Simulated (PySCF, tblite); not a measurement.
# CH12OSSi5: geometry, infrared bands and NMR shifts

Aim: predict the infrared bands and NMR shifts of CH12OSSi5 (`CS[Si@@H]1[SiH2][SiH2][SiH2][Si@H]1O`).

Computed with tblite 0.8.0 and PySCF 2.14.0, with density-fitted response routines of our own, on a single molecule in the gas phase. Atoms count from 0, in the outputs and in this text.

### 1 The molecule as given

20 atoms, charge 0, multiplicity 1; geometry from: force field or distance geometry start.

Bonds of the start (Å): C0–S1 1.81, S1–Si2 2.11, Si2–Si3 2.23, Si3–Si4 2.23, Si4–Si5 2.22, Si5–Si6 2.22, Si6–O7 1.70, Si6–Si2 2.22, C0–H8 1.12, C0–H9 1.10, C0–H10 1.10, Si2–H11 1.46, Si3–H12 1.44, Si3–H13 1.48, Si4–H14 1.47, Si4–H15 1.46, Si5–H16 1.48, Si5–H17 1.46, Si6–H18 1.47, O7–H19 1.00.

### 2 Relaxing the molecule with GFN2-xTB

The job: settings as JSON, then the geometry in Å.

```
{"job": {"kind": "relax", "xc": "GFN2-xTB", "basis": "xTB"}, "charge": 0, "multiplicity": 1}
C      3.891100    -0.313000    -0.079600
S      2.254300    -0.618300     0.636600
Si     0.665100    -0.223600    -0.693700
Si    -0.038100     1.873100    -0.394800
Si    -1.901600     1.744600     0.824200
Si    -2.657300    -0.343200     0.685600
Si    -1.025200    -1.573800    -0.188500
O     -1.526700    -2.336100    -1.619200
H      3.723300     0.342600    -0.966200
H      4.498000     0.169000     0.704200
H      4.312300    -1.254100    -0.467400
H      0.996100    -0.417000    -2.099000
H     -0.196100     2.620600    -1.615900
H      0.976300     2.554000     0.437900
H     -1.516500     1.988800     2.226200
H     -2.905700     2.735600     0.451600
H     -2.883000    -0.795400     2.075300
H     -3.897100    -0.425100    -0.079300
H     -0.642000    -2.635100     0.760100
H     -2.132400    -3.083000    -1.349900
```

The run is started by

```bash
OMP_NUM_THREADS=1 python probes_run.py task.json out
```

This one command runs all jobs of the session in turn.

**Question.** This job is followed by: GFN2-xTB harmonic vibrations, gas phase; GIAO PBE0/pcSseg-1 NMR shielding, non-relativistic, gas phase. What will the session give for the following? strongest single infrared mode (GFN2-xTB); zero-point energy (GFN2-xTB); ¹³C shifts against TMS (PBE0/pcSseg-1); ¹H shifts against TMS (PBE0/pcSseg-1, means over atoms taken as alike); ³³S shifts against CS2 (PBE0/pcSseg-1); ²⁹Si shifts against TMS (PBE0/pcSseg-1); ¹⁷O shifts against H2O (PBE0/pcSseg-1).

As calculated:

| quantity | value |
| --- | --- |
| strongest single infrared mode (GFN2-xTB) | 616 cm⁻¹, 594 km/mol |
| zero-point energy (GFN2-xTB) | 74.1 kcal/mol |
| ¹³C shifts against TMS (PBE0/pcSseg-1) | 18.5 ppm |
| ¹H shifts against TMS (PBE0/pcSseg-1, means over atoms taken as alike) | 6.41, 5.23, 3.70, 3.66, 3.62, 3.53, 3.42, 3.28, 2.03, -0.06 ppm |
| ³³S shifts against CS2 (PBE0/pcSseg-1) | -236 ppm |
| ²⁹Si shifts against TMS (PBE0/pcSseg-1) | 6.1, -39.2, -125.3, -126.7, -127.5 ppm |
| ¹⁷O shifts against H2O (PBE0/pcSseg-1) | 3.1 ppm |

What this shows: Relaxing lowered the energy by 1.116 eV in 163 steps; the close pair that moved most is Si2–Si3, from 2.232 to 2.357 Å. All 54 modes are real, so the xTB geometry is a minimum. The strongest single mode, at 616 cm⁻¹, is spread over several atoms, H17, H16, H15, H14 among them. GFN2-xTB is a fitted tight-binding method: band positions and strengths are rough. Its intensities can rank the bands wrongly. At PBE0/pcSseg-1: The widest tensor belongs to S1: span 283 ppm, with a paramagnetic part of -321 ppm.
